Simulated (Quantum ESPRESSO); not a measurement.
# Ga4O (Im-3m) in Quantum ESPRESSO: further runs

One crystal, Ga4O, is run at these levels: vdW-DF2, B86bPBE+D2; tasks: projected density of states.

Program: Quantum ESPRESSO 7.5. These are calculated values, not measurements. Logs are shortened: lines on timing, memory, paths and dates and some standing lists are left out, and cuts for length are marked.

## Step 1: The crystal as given

Symmetry: Im-3m, No. 229, cubic system. Conventional cell: a = 5.423 Å, b = 5.423 Å, c = 5.423 Å, α = 90.00°, β = 90.00°, γ = 90.00°. Ga (site symmetry -3m) is surrounded by 2 O at 2.35 Å. O (site symmetry m-3m) has 8 Ga at 2.35 Å as nearest neighbours.

The cell was built by a generator and needn't be a form met in nature.

## Step 2: Projected density of states, vdW-DF2

pw.in reads:

```
&CONTROL
  calculation = 'scf'
  prefix = 'pwscf'
  outdir = './tmp'
  pseudo_dir = './pseudo'
  tprnfor = .true.
  tstress = .true.
  disk_io = 'low'
/
&SYSTEM
  ibrav = 0
  nat = 5
  ntyp = 2
  ecutwfc = 45
  ecutrho = 360
  nbnd = 54
  input_dft = 'vdw-df2'
  occupations = 'smearing'
  smearing = 'mp'
  degauss = 0.00999582
/
&ELECTRONS
  conv_thr = 1d-09
  electron_maxstep = 120
  mixing_beta = 0.5
/
ATOMIC_SPECIES
Ga    69.7230 ga_pbe_v1.4.uspp.F.UPF
O     15.9990 o_pbe_v1.2.uspp.F.UPF
CELL_PARAMETERS angstrom
  -2.7112981600    2.7112981600    2.7112981600
   2.7112981600   -2.7112981600    2.7112981600
   2.7112981600    2.7112981600   -2.7112981600
ATOMIC_POSITIONS crystal
Ga     0.0000000000    0.0000000000    0.5000000000
Ga     0.5000000000    0.0000000000    0.0000000000
Ga     0.5000000000    0.5000000000    0.5000000000
Ga     0.0000000000    0.5000000000    0.0000000000
O      0.0000000000    0.0000000000    0.0000000000
K_POINTS automatic
7 7 7 0 0 0
```

nscf.in reads:

```
&CONTROL
  calculation = 'nscf'
  prefix = 'pwscf'
  outdir = './tmp'
  pseudo_dir = './pseudo'
  disk_io = 'low'
/
&SYSTEM
  ibrav = 0
  nat = 5
  ntyp = 2
  ecutwfc = 45
  ecutrho = 360
  nbnd = 54
  input_dft = 'vdw-df2'
  occupations = 'tetrahedra_opt'
/
&ELECTRONS
  conv_thr = 1d-08
  electron_maxstep = 120
  mixing_beta = 0.5
/
ATOMIC_SPECIES
Ga    69.7230 ga_pbe_v1.4.uspp.F.UPF
O     15.9990 o_pbe_v1.2.uspp.F.UPF
CELL_PARAMETERS angstrom
  -2.7112981600    2.7112981600    2.7112981600
   2.7112981600   -2.7112981600    2.7112981600
   2.7112981600    2.7112981600   -2.7112981600
ATOMIC_POSITIONS crystal
Ga     0.0000000000    0.0000000000    0.5000000000
Ga     0.5000000000    0.0000000000    0.0000000000
Ga     0.5000000000    0.5000000000    0.5000000000
Ga     0.0000000000    0.5000000000    0.0000000000
O      0.0000000000    0.0000000000    0.0000000000
K_POINTS automatic
11 11 11 0 0 0
```

projwfc.in reads:

```
&PROJWFC
  prefix = 'pwscf'
  outdir = './tmp'
  filpdos = 'p'
  Emin = -4
  Emax = 21
  DeltaE = 0.05
/
```

Potentials or basis: GBRV 1.5 PBE.

Started as:

```console
OMP_NUM_THREADS=1 pw.x -in pw.in > pw.out
OMP_NUM_THREADS=1 pw.x -in nscf.in > nscf.out
OMP_NUM_THREADS=1 projwfc.x -in projwfc.in > projwfc.out
```

pw.out:

```text
This program is part of the open-source Quantum ESPRESSO suite
     for quantum simulation of materials; please cite
         "P. Giannozzi et al., J. Phys.:Condens. Matter 21 395502 (2009);
         "P. Giannozzi et al., J. Phys.:Condens. Matter 29 465901 (2017);
         "P. Giannozzi et al., J. Chem. Phys. 152 154105 (2020);
     in publications or presentations arising from this work. More details at

     IMPORTANT: XC functional enforced from input :
     Exchange-correlation= VDW-DF2
                           (   1   4  13   0   2   0   0)
     Any further DFT definition will be discarded
     Please, verify this is what you really want

     Message from routine setup:
     using ibrav=0 with symmetry is DISCOURAGED, use correct ibrav instead

     G-vector sticks info
     --------------------
     sticks:   dense  smooth     PW     G-vecs:    dense   smooth      PW
     Sum        2121    1051    311                62015    21865    3511

     Using Slab Decomposition

     bravais-lattice index     =            0
     lattice parameter (alat)  =       8.8744  a.u.
     unit-cell volume          =     538.0076 (a.u.)^3
     number of atoms/cell      =            5
     number of atomic types    =            2
     number of electrons       =        82.00
     number of Kohn-Sham states=           54
     kinetic-energy cutoff     =      45.0000  Ry
     charge density cutoff     =     360.0000  Ry
     scf convergence threshold =      1.0E-09
     mixing beta               =       0.5000
     number of iterations used =            8  plain     mixing
     Exchange-correlation= VDW-DF2
                           (   1   4  13   0   2   0   0)

     celldm(1)=   8.874355  celldm(2)=   0.000000  celldm(3)=   0.000000
     celldm(4)=   0.000000  celldm(5)=   0.000000  celldm(6)=   0.000000

     crystal axes: (cart. coord. in units of alat)
               a(1) = (  -0.577350   0.577350   0.577350 )
               a(2) = (   0.577350  -0.577350   0.577350 )
               a(3) = (   0.577350   0.577350  -0.577350 )

     reciprocal axes: (cart. coord. in units 2 pi/alat)
               b(1) = ( -0.000000  0.866025  0.866025 )
               b(2) = (  0.866025 -0.000000  0.866025 )
               b(3) = (  0.866025  0.866025  0.000000 )

     PseudoPot. # 1 for Ga read from file:
     ga_pbe_v1.4.uspp.F.UPF
     Pseudo is Ultrasoft + core correction, Zval = 19.0
     Generated by new atomic code, or converted to UPF format
     Using radial grid of  871 points,  6 beta functions with:
                l(1) =   0
                l(2) =   0
                l(3) =   1
                l(4) =   1
                l(5) =   2
                l(6) =   2
     Q(r) pseudized with  8 coefficients,  rinner =    1.250   1.250   1.250
                                                       1.250   1.250

     PseudoPot. # 2 for O  read from file:
     o_pbe_v1.2.uspp.F.UPF
     Pseudo is Ultrasoft + core correction, Zval =  6.0
     Generated by new atomic code, or converted to UPF format
     Using radial grid of  737 points,  5 beta functions with:
                l(1) =   0
                l(2) =   0
                l(3) =   1
                l(4) =   1
                l(5) =   2
     Q(r) pseudized with  8 coefficients,  rinner =    0.900   0.900   0.900
                                                       0.900   0.900

     atomic species   valence    mass     pseudopotential
     Ga               19.00    69.72300     Ga( 1.00)
     O                 6.00    15.99900     O ( 1.00)

     48 Sym. Ops., with inversion, found

   Cartesian axes

[... 33 lines left out ...]

     Initial potential from superposition of free atoms

     starting charge      78.0000, renormalised to      82.0000

     %%%%%%%%%%%%%%%%%%%%%%%%%%%%%%%%%%%%%%%%%%%%%%%%%%%%%%%%%%%%%%%%%%%%%%%%
     %                                                                      %
     % You are using vdW-DF, which was implemented by the Thonhauser group. %
     % Please cite the following two papers that made this development      %
     % possible and the two reviews that describe the various versions:     %
     %                                                                      %
     %   T. Thonhauser et al., PRL 115, 136402 (2015).                      %
     %   T. Thonhauser et al., PRB 76, 125112 (2007).                       %
     %   K. Berland et al., Rep. Prog. Phys. 78, 066501 (2015).             %
     %   D.C. Langreth et al., J. Phys.: Condens. Matter 21, 084203 (2009). %
     %                                                                      %
     % If you are calculating stress with vdW-DF, please also cite:         %
     %                                                                      %
     %   R. Sabatini et al., J. Phys.: Condens. Matter 24, 424209 (2012).   %
     %                                                                      %
[... 23 lines left out ...]
     Davidson diagonalization with overlap
     ethr =  1.00E-02,  avg # of iterations =  4.7

     total energy              =   -1679.36503927 Ry
     estimated scf accuracy    <      33.99680528 Ry
[... 78 lines left out ...]
     iteration # 13     ecut=    45.00 Ry     beta= 0.50
     Davidson diagonalization with overlap
     ethr =  5.71E-11,  avg # of iterations =  2.0

     End of self-consistent calculation

          k = 0.0000 0.0000 0.0000 (  2731 PWs)   bands (ev):

   -83.2222 -83.2222 -83.2222 -83.2164 -83.2009 -83.2009 -83.2009 -83.1960
   -83.1960 -83.1960 -83.1933 -83.1933  -7.6513  -4.0211  -4.0211  -3.8816
    -3.8816  -3.8271  -3.8271  -3.8271  -3.6201  -3.6201  -3.6201  -3.6103
    -3.6103  -3.6103  -3.5527  -3.4885  -3.4885  -3.4885  -3.3480  -3.3480
    -3.3480   2.0616   5.8754   5.8754   5.8754   9.0749   9.0749   9.0749
    10.4986  10.4986  10.4986  14.6550  14.6550  14.6550  16.0590  16.0590
    21.3442  21.3442  21.3442  21.5383  23.1088  23.1088
[... 123 lines left out ...]
   -83.2231 -83.2209 -83.2199 -83.2186 -83.2006 -83.1992 -83.1989 -83.1980
   -83.1964 -83.1960 -83.1948 -83.1941  -7.4225  -3.9519  -3.9078  -3.8221
    -3.8145  -3.7778  -3.7699  -3.7400  -3.7136  -3.6912  -3.6481  -3.6393
    -3.6077  -3.5856  -3.5762  -3.5596  -3.5467  -3.5374  -3.5333  -3.5062
    -3.4067   2.4438   4.1885   4.5740   6.6760   7.8659   8.9192   9.6104
    11.0831  11.4571  12.4786  14.8368  15.0814  16.8732  17.7309  18.7186
    18.8123  20.1934  21.1719  22.3526  22.6473  22.7745

          k = 0.1237-0.1237 0.4949 (  2730 PWs)   bands (ev):

   -83.2232 -83.2205 -83.2204 -83.2184 -83.2008 -83.1992 -83.1987 -83.1986
   -83.1961 -83.1952 -83.1951 -83.1939  -7.4158  -3.9685  -3.8801  -3.8787
    -3.8268  -3.7935  -3.7693  -3.7684  -3.7215  -3.6629  -3.6387  -3.6124
    -3.5987  -3.5975  -3.5896  -3.5513  -3.5468  -3.5379  -3.5352  -3.4934
    -3.3800   2.4978   4.0261   4.6189   6.8872   8.3405   8.7075   9.6012
    10.2918  11.2219  13.5592  13.7167  14.9368  17.4448  17.5562  18.7694
    19.7157  20.3613  20.9815  22.0520  22.7415  22.7504

          k =-0.7423-0.2474-0.2474 (  2731 PWs)   bands (ev):

   -83.2234 -83.2202 -83.2194 -83.2194 -83.2005 -83.2000 -83.1983 -83.1974
   -83.1974 -83.1951 -83.1945 -83.1944  -7.3796  -3.9254  -3.9252  -3.8754
    -3.8229  -3.7970  -3.7779  -3.7024  -3.6998  -3.6799  -3.6643  -3.6529
    -3.6385  -3.6303  -3.6118  -3.5523  -3.5333  -3.5153  -3.5114  -3.4736
    -3.4132   2.8027   3.5383   4.5403   6.8503   8.4362   8.8748   9.5006
    10.7099  10.8260  13.3970  14.5075  14.5483  17.2308  18.6962  19.1767
    19.2464  20.6953  21.2717  21.4106  22.2430  22.3770
[... 13 lines left out ...]
   -83.2240 -83.2202 -83.2199 -83.2190 -83.2012 -83.2005 -83.1983 -83.1980
   -83.1971 -83.1946 -83.1943 -83.1938  -7.3387  -3.9746  -3.9362  -3.9168
    -3.8467  -3.8178  -3.8177  -3.7423  -3.6764  -3.6700  -3.6615  -3.6440
    -3.6331  -3.6310  -3.6082  -3.6048  -3.5127  -3.5021  -3.4858  -3.4373
    -3.3582   2.8777   3.8626   4.0111   7.8253   8.1290   8.8120   9.1215
    10.0750  11.4487  12.9495  13.9576  13.9884  17.3320  19.3469  19.7926
    20.2376  21.0051  22.1548  22.3934  22.6478  23.1626

          k =-0.7423-0.1237-0.1237 (  2727 PWs)   bands (ev):

   -83.2242 -83.2196 -83.2196 -83.2195 -83.2010 -83.2010 -83.1977 -83.1977
   -83.1976 -83.1941 -83.1940 -83.1940  -7.3029  -3.9546  -3.9546  -3.9542
    -3.8532  -3.8532  -3.8289  -3.6915  -3.6915  -3.6912  -3.6574  -3.6574
    -3.6366  -3.6366  -3.6336  -3.6158  -3.4979  -3.4878  -3.4878  -3.3759
    -3.3759   3.3612   3.3612   3.9658   7.9632   7.9632   8.3376   9.9593
     9.9593  11.3973  12.9833  13.8517  13.8517  16.2935  20.7680  21.0841
    21.0841  21.4036  22.0105  22.0105  22.3400  22.3400

          k =-0.0000-0.0000 0.7423 (  2739 PWs)   bands (ev):

   -83.2245 -83.2197 -83.2197 -83.2194 -83.2015 -83.2014 -83.1979 -83.1979
   -83.1975 -83.1939 -83.1939 -83.1937  -7.2674  -3.9821  -3.9668  -3.9668
    -3.8667  -3.8640  -3.8640  -3.7136  -3.6882  -3.6882  -3.6538  -3.6498
    -3.6498  -3.6441  -3.6265  -3.6265  -3.4883  -3.4799  -3.4752  -3.3632
    -3.3395   3.3832   3.7020   3.7020   7.3645   7.6654   9.4381   9.8022
     9.8022  12.0741  12.5454  13.6179  13.6179  15.5430  20.9745  21.4846
    21.4846  22.2023  22.2023  23.0454  23.0759  23.0759

     the Fermi energy is    11.1834 ev

!    total energy              =   -1696.34832638 Ry
     estimated scf accuracy    <          7.9E-10 Ry
     smearing contrib. (-TS)   =      -0.00016784 Ry
     internal energy E=F+TS    =   -1696.34815854 Ry

     The total energy is F=E-TS. E is the sum of the following terms:
     one-electron contribution =   -1360.26706470 Ry
     hartree contribution      =     716.02635737 Ry
     xc contribution           =    -203.99365145 Ry
     ewald contribution        =    -848.11379975 Ry

     convergence has been achieved in  13 iterations

     Forces acting on atoms (cartesian axes, Ry/au):

     atom    1 type  1   force =     0.00000000    0.00000000   -0.00000000
     atom    2 type  1   force =     0.00000000    0.00000000   -0.00000000
     atom    3 type  1   force =    -0.00000000   -0.00000000   -0.00000000
     atom    4 type  1   force =     0.00000000   -0.00000000    0.00000000
     atom    5 type  2   force =    -0.00000000   -0.00000000    0.00000000

     Total force =     0.000000     Total SCF correction =     0.000000

     Computing stress (Cartesian axis) and pressure

          total   stress  (Ry/bohr**3)                   (kbar)     P=      169.55
   0.00115260  -0.00000000  -0.00000000          169.55       -0.00       -0.00
  -0.00000000   0.00115260  -0.00000000           -0.00      169.55       -0.00
  -0.00000000  -0.00000000   0.00115260           -0.00       -0.00      169.55

=------------------------------------------------------------------------------=
   JOB DONE.
=------------------------------------------------------------------------------=
```

It took 7.5 min on 1 thread of Intel Xeon Platinum 8259CL at 2.50GHz (Skylake/Cascade Lake), shared host; peak memory 0.3 GiB.

What came out:

```yaml
Free_energy: -23079.9948 eV
Pressure: 17.0 GPa
Band_gap_on_the_k_mesh: none (metal or under the smearing width)
Loewdin_charges: Ga +0.17; O -0.60 e
```

States per cell in windows of 0.5 eV (zero at the Fermi level; states under -8 eV left out):
| from (eV) | total | O#5 p wfc2 | Ga#1 p wfc4 | Ga#2 p wfc4 | Ga#3 p wfc4 | Ga#4 p wfc4 | Ga#1 s wfc3 |
| --- | --- | --- | --- | --- | --- | --- | --- |
| -8.0 | 0.50 | 0.11 | 0.03 | 0.03 | 0.03 | 0.03 | 0.06 |
| -7.5 | 0.91 | 0.21 | 0.06 | 0.06 | 0.06 | 0.06 | 0.11 |
| -7.0 | 0.89 | 0.23 | 0.06 | 0.06 | 0.06 | 0.06 | 0.10 |
| -6.5 | 1.06 | 0.35 | 0.07 | 0.07 | 0.07 | 0.07 | 0.10 |
| -6.0 | 0.99 | 0.38 | 0.07 | 0.07 | 0.07 | 0.07 | 0.07 |
| -5.5 | 0.85 | 0.38 | 0.07 | 0.07 | 0.07 | 0.07 | 0.04 |
| -5.0 | 0.33 | 0.16 | 0.03 | 0.03 | 0.03 | 0.03 | 0.01 |
| -4.5 | 0.22 | 0.10 | 0.02 | 0.02 | 0.02 | 0.02 | 0.01 |
| -4.0 | 0.59 | 0.13 | 0.07 | 0.07 | 0.07 | 0.07 | 0.04 |
| -3.5 | 1.22 | 0.34 | 0.13 | 0.13 | 0.13 | 0.13 | 0.08 |
| -3.0 | 1.66 | 0.61 | 0.17 | 0.17 | 0.17 | 0.17 | 0.08 |
| -2.5 | 1.02 | 0.52 | 0.09 | 0.09 | 0.09 | 0.09 | 0.03 |
| -2.0 | 0.78 | 0.23 | 0.08 | 0.08 | 0.08 | 0.08 | 0.05 |
| -1.5 | 1.08 | 0.32 | 0.10 | 0.10 | 0.10 | 0.10 | 0.08 |
| -1.0 | 1.05 | 0.22 | 0.13 | 0.13 | 0.13 | 0.13 | 0.08 |
| -0.5 | 0.90 | 0.15 | 0.12 | 0.12 | 0.12 | 0.12 | 0.06 |
| 0.0 | 0.68 | 0.07 | 0.11 | 0.11 | 0.11 | 0.11 | 0.04 |
| 0.5 | 0.76 | 0.05 | 0.13 | 0.13 | 0.13 | 0.13 | 0.04 |
| 1.0 | 0.61 | 0.04 | 0.11 | 0.11 | 0.11 | 0.11 | 0.03 |
| 1.5 | 1.11 | 0.09 | 0.21 | 0.21 | 0.21 | 0.21 | 0.04 |
| 2.0 | 1.16 | 0.09 | 0.23 | 0.23 | 0.23 | 0.23 | 0.03 |
| 2.5 | 1.01 | 0.09 | 0.20 | 0.20 | 0.20 | 0.20 | 0.02 |
| 3.0 | 1.04 | 0.11 | 0.20 | 0.20 | 0.20 | 0.20 | 0.02 |
| 3.5 | 1.21 | 0.11 | 0.23 | 0.23 | 0.23 | 0.23 | 0.04 |
| 4.0 | 0.89 | 0.07 | 0.16 | 0.16 | 0.16 | 0.16 | 0.03 |
| 4.5 | 0.60 | 0.03 | 0.11 | 0.11 | 0.11 | 0.11 | 0.02 |
| 5.0 | 0.67 | 0.04 | 0.11 | 0.11 | 0.11 | 0.11 | 0.03 |
| 5.5 | 1.21 | 0.07 | 0.19 | 0.19 | 0.19 | 0.19 | 0.05 |
| 6.0 | 1.10 | 0.07 | 0.17 | 0.17 | 0.17 | 0.17 | 0.04 |
| 6.5 | 0.94 | 0.05 | 0.15 | 0.15 | 0.15 | 0.15 | 0.03 |
| 7.0 | 1.11 | 0.04 | 0.17 | 0.17 | 0.17 | 0.17 | 0.03 |
| 7.5 | 1.06 | 0.03 | 0.15 | 0.15 | 0.15 | 0.15 | 0.03 |

Caveat: the potentials were made for another functional, which shifts forces and pressure; so large a pressure means that the cell lies far from this level's equilibrium, or that cutoff or potentials fall short.

## Step 3: Projected density of states, B86bPBE+D2

pw.in reads:

```
&CONTROL
  calculation = 'scf'
  prefix = 'pwscf'
  outdir = './tmp'
  pseudo_dir = './pseudo'
  tprnfor = .true.
  tstress = .true.
  disk_io = 'low'
/
&SYSTEM
  ibrav = 0
  nat = 5
  ntyp = 2
  ecutwfc = 84
  nbnd = 39
  input_dft = 'b86bpbe'
  occupations = 'smearing'
  smearing = 'mv'
  degauss = 0.00999582
  vdw_corr = 'grimme-d2'
/
&ELECTRONS
  conv_thr = 1d-09
  electron_maxstep = 120
  mixing_beta = 0.5
/
ATOMIC_SPECIES
Ga    69.7230 Ga.upf
O     15.9990 O.upf
CELL_PARAMETERS angstrom
  -2.7112981600    2.7112981600    2.7112981600
   2.7112981600   -2.7112981600    2.7112981600
   2.7112981600    2.7112981600   -2.7112981600
ATOMIC_POSITIONS angstrom
Ga     1.3556490800    1.3556490800   -1.3556490800
Ga    -1.3556490800    1.3556490800    1.3556490800
Ga     1.3556490800    1.3556490800    1.3556490800
Ga     1.3556490800   -1.3556490800    1.3556490800
O      0.0000000000    0.0000000000    0.0000000000
K_POINTS automatic
10 10 10 0 0 0
```

nscf.in reads:

```
&CONTROL
  calculation = 'nscf'
  prefix = 'pwscf'
  outdir = './tmp'
  pseudo_dir = './pseudo'
  disk_io = 'low'
/
&SYSTEM
  ibrav = 0
  nat = 5
  ntyp = 2
  ecutwfc = 84
  nbnd = 39
  input_dft = 'b86bpbe'
  occupations = 'tetrahedra_opt'
  vdw_corr = 'grimme-d2'
/
&ELECTRONS
  conv_thr = 1d-08
  electron_maxstep = 120
  mixing_beta = 0.5
/
ATOMIC_SPECIES
Ga    69.7230 Ga.upf
O     15.9990 O.upf
CELL_PARAMETERS angstrom
  -2.7112981600    2.7112981600    2.7112981600
   2.7112981600   -2.7112981600    2.7112981600
   2.7112981600    2.7112981600   -2.7112981600
ATOMIC_POSITIONS angstrom
Ga     1.3556490800    1.3556490800   -1.3556490800
Ga    -1.3556490800    1.3556490800    1.3556490800
Ga     1.3556490800    1.3556490800    1.3556490800
Ga     1.3556490800   -1.3556490800    1.3556490800
O      0.0000000000    0.0000000000    0.0000000000
K_POINTS automatic
15 15 15 0 0 0
```

projwfc.in is that of step 2.

Potentials or basis: PseudoDojo 0.4.1 SR PBE standard.

Started as:

```console
OMP_NUM_THREADS=1 pw.x -in pw.in > pw.out
OMP_NUM_THREADS=1 pw.x -in nscf.in > nscf.out
OMP_NUM_THREADS=1 projwfc.x -in projwfc.in > projwfc.out
```

Run time: 9.8 min. Hardware: 1 thread of Intel Xeon Platinum 8259CL at 2.50GHz (Skylake/Cascade Lake), shared host; peak memory 0.55 GiB.

It converged, with:

```yaml
Free_energy: -8781.1717 eV
Pressure: 4.0 GPa
Band_gap_on_the_k_mesh: none (metal or under the smearing width)
Loewdin_charges: Ga +0.18; O -0.62 e
```

Levels at points of the mesh, in eV from the Fermi level:
| k point | band 26 | band 27 | band 28 | band 29 | band 30 | band 31 | band 32 | band 33 |
| --- | --- | --- | --- | --- | --- | --- | --- | --- |
| (0.00, 0.00, 0.00) | -1.92 | -1.92 | -1.92 | -0.82 | -0.82 | -0.82 | 3.31 | 3.31 |
| (0.00, 0.00, -0.50) | -4.04 | -2.17 | -0.54 | -0.51 | -0.04 | 2.04 | 3.56 | 4.35 |
| (-0.50, -0.50, -0.50) | -4.28 | -1.39 | -1.39 | -1.39 | -0.20 | 2.31 | 2.31 | 2.31 |

States per cell in windows of 1 eV (zero at the Fermi level; states under -8 eV left out):
```csv
from (eV),total,O#5 p wfc2,Ga#1 p wfc3,Ga#2 p wfc3,Ga#3 p wfc3,Ga#4 p wfc3,Ga#1 s wfc2
-8.0,1.61,0.42,0.11,0.11,0.11,0.11,0.17
-7.0,2.10,0.80,0.15,0.15,0.15,0.15,0.16
-6.0,1.60,0.68,0.13,0.13,0.13,0.13,0.08
-5.0,0.49,0.20,0.05,0.05,0.05,0.05,0.02
-4.0,2.37,0.64,0.28,0.28,0.28,0.28,0.14
-3.0,2.17,0.93,0.20,0.20,0.20,0.20,0.10
-2.0,1.81,0.45,0.19,0.19,0.19,0.19,0.14
-1.0,1.86,0.34,0.22,0.22,0.22,0.22,0.15
0.0,1.47,0.13,0.23,0.23,0.23,0.23,0.09
1.0,1.86,0.15,0.33,0.33,0.33,0.33,0.08
2.0,2.21,0.20,0.43,0.43,0.43,0.43,0.06
3.0,2.33,0.21,0.41,0.41,0.41,0.41,0.08
4.0,1.39,0.08,0.23,0.23,0.23,0.23,0.05
5.0,1.99,0.12,0.30,0.30,0.30,0.30,0.08
6.0,2.14,0.09,0.32,0.32,0.32,0.32,0.08
7.0,2.18,0.05,0.30,0.30,0.30,0.30,0.06
```

Caveat: D2 keeps the scale fitted for PBE; the potentials were made for another functional, which shifts forces and pressure; pairwise dispersion overbinds metals, which lowers pressure and volume.
